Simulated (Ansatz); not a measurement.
# Ti2AlN3: the cost of one run

Program: Ansatz 0.2.0. Level of theory: DFT PBE, scalar-relativistic, plane waves, PAW. These are calculated values, not measurements.

1 further run of the same task is left out (it didn't finish).

**1. The structure to begin with**

The structure is tetragonal, space group I4/mmm (No. 139). Conventional cell: a = 3.282 Å, b = 3.282 Å, c = 13.925 Å, α = 90.00°, β = 90.00°, γ = 90.00°. Ti (site symmetry 4mm) has 6 N at 2.32 Å as nearest neighbours. Around Al (site symmetry 4/mmm) lie 6 N at 2.32 Å. N (site symmetry 4mm) has 5 Ti at 2.32 Å and 1 Al at 2.32 Å as nearest neighbours. Around N (site symmetry 4/mmm) lie 4 Al at 2.32 Å and 2 Ti at 2.32 Å.

Coordinates:

```cif
data_structure
_symmetry_space_group_name_H-M 'P 1'
_symmetry_Int_Tables_number 1
_cell_length_a 7.3391
_cell_length_b 7.3391
_cell_length_c 7.3391
_cell_angle_alpha 154.158
_cell_angle_beta 154.158
_cell_angle_gamma 36.870
_cell_volume 75.00
loop_
_atom_site_label
_atom_site_type_symbol
_atom_site_fract_x
_atom_site_fract_y
_atom_site_fract_z
_atom_site_occupancy
Ti1 Ti 0.66667 0.66667 0.00000 1
Ti2 Ti 0.33333 0.33333 0.00000 1
Al1 Al 0.00000 0.00000 0.00000 1
N1 N 0.16667 0.16667 0.00000 1
N2 N 0.83333 0.83333 0.00000 1
N3 N 0.50000 0.50000 0.00000 1
```

The start is an ordering of an alloy on its end members' structure types: elements ordered on the sites of the AlN type, Ti/Al on Al (I4/mmm, No. 139).

**2. A first look at the guess**

input.yaml

```yaml
crystal:
  lattice:
    - [-1.64107783, 1.64107783, 6.96250356]
    - [1.64107783, -1.64107783, 6.96250356]
    - [1.64107783, 1.64107783, -6.96250356]
  atoms:
    - { symbol: Ti, position: [0.66666667, 0.66666667, 0.0], spin: 1.0 }
    - { symbol: Ti, position: [0.33333333, 0.33333333, 0.0], spin: 1.0 }
    - { symbol: Al, position: [0.0, 0.0, 0.0] }
    - { symbol: "N", position: [0.16666667, 0.16666667, 0.0] }
    - { symbol: "N", position: [0.83333333, 0.83333333, 0.0] }
    - { symbol: "N", position: [0.5, 0.5, 0.0] }
basis:
  ecutwfc: 420
kpoints:
  mp_grid: { grid: [8, 8, 8] }
hamiltonian:
  xc: pbe
scf:
  occupations: { method: gaussian, width: 0.1 }
  lower_state_search: "off"
output:
  forces: true
  stress: true
  eigenvalues: true
  populations: true
magnetization:
  spin_polarized: true
```

The run is started by

```
$ ansatz run input.yaml --threads 1 --pin off --max-ram 2560MiB --backend cpu --events-out ev --progress --plain --runs-dir out
```

Q: Estimate wall time and peak memory on 1 thread of Intel Xeon at 2.50GHz (Skylake/Cascade Lake), shared host.

About 62 s, with a peak of 0.48 GiB.
